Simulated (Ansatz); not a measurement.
# GeSO+ (doublet): from Hartree-Fock to the top rungs, cc-pVDZ

One table from this session's results is given with a row withheld; the runs are named, their logs left out.

Method: cc-pVDZ, core rule «outside noble gas», up to 20 orbitals frozen; program: Ansatz 0.2.0, Gaussian basis.

To be run: UHF; CCSD(T) on ROHF; CCSD(T) on UHF; BCCD(T) on ROHF; CISD; CCSDT(Q) on ROHF; CCSDT(Q) on UHF; CASSCF and MRCISD+Q, 11 electrons in 10 orbitals; CASSCF and NEVPT2, 11 electrons in 10 orbitals.

20 further runs of the same task are left out: 4 for a known fault of the program, 6 that didn't finish, 10 set aside as unsound or not needed.

**The system**

The geometry is a PBE0/def2-TZVP stationary point (not a proven minimum) of the parent state, kept for this charge and spin. No spin-orbit coupling is included. The filled d shell of Ge may be among the frozen orbitals whatever the setting's name suggests; the logs give the count.

3 atoms, charge 1, spin multiplicity 2.

Atoms are counted from 1 here; the program's logs count them from 0.

Bond lengths: Ge1–S2 2.170 Å, Ge1–O3 1.808 Å, S2–O3 1.768 Å. Angles: S2–Ge1–O3 51.8°, Ge1–S2–O3 53.5°, Ge1–O3–S2 74.7°.

Set-up of the first run:

in.yaml reads:

```yaml
crystal:
  periodic: [false, false, false]
  atoms:
    - {symbol: Ge, position_ang: [0.000000, 0.114171, 0.740003]}
    - {symbol: S, position_ang: [0.000000, 0.333240, -1.419196]}
    - {symbol: O, position_ang: [0.000000, -1.186217, -0.515475]}
basis:
  gaussian: {orbitals: cc-pVDZ}
total_charge: 1
magnetization: {spin_polarized: true, initial_magnetization: 1}
hamiltonian: {xc: hf}
output: {orbitals: {seedname: orbitals}}
```

Started as:

```sh
$ ansatz run in.yaml --threads 1 --pin off --events-out ev --progress --plain --max-ram 2393MiB
```

Among the steps run: UHF; CCSD(T) on ROHF; CCSD(T) on UHF; BCCD(T) on ROHF; CISD; CCSDT(Q) on ROHF; CCSDT(Q) on UHF; CASSCF and MRCISD+Q, 11 electrons in 10 orbitals; CASSCF and NEVPT2, 11 electrons in 10 orbitals.

One of the session's tables, all rows but one given; the rest of the session is left out.

```
          method  from RCCSDT(Q) (kJ/mol)
            ROHF                  +1106.6
             UHF                  +1087.5
            RMP2                   +102.5
            UMP2                    +99.3
           RCCSD                    +54.6
           UCCSD                        ?
        RCCSD(T)                     +8.3
        UCCSD(T)                     +8.2
         BCCD(T)                     +7.6
          RCCSDT                     +5.8
          UCCSDT                     +5.8
       RCCSDT(Q)                        0
       UCCSDT(Q)                     -1.0
  CASSCF valence                   +717.0
  NEVPT2 valence                   +140.1
  MRCISD valence                    +72.9
MRCISD+Q valence                    +11.2
```

Estimate the missing values for UCCSD.

The run gave: from RCCSDT(Q) (kJ/mol): +53.6. In the column «from RCCSDT(Q) (kJ/mol)» it lies between MRCISD+Q valence (+11.2) and RCCSD (+54.6).

Not comparable, so not listed: CISD (they don't share determinant, frozen orbitals or solution with the rows shown, or repeat one).

To keep in mind: Restricted and unrestricted rows rest on different reference determinants; where their highest levels disagree by more than a few hundredths of an eV, they describe different states and don't form one ladder.
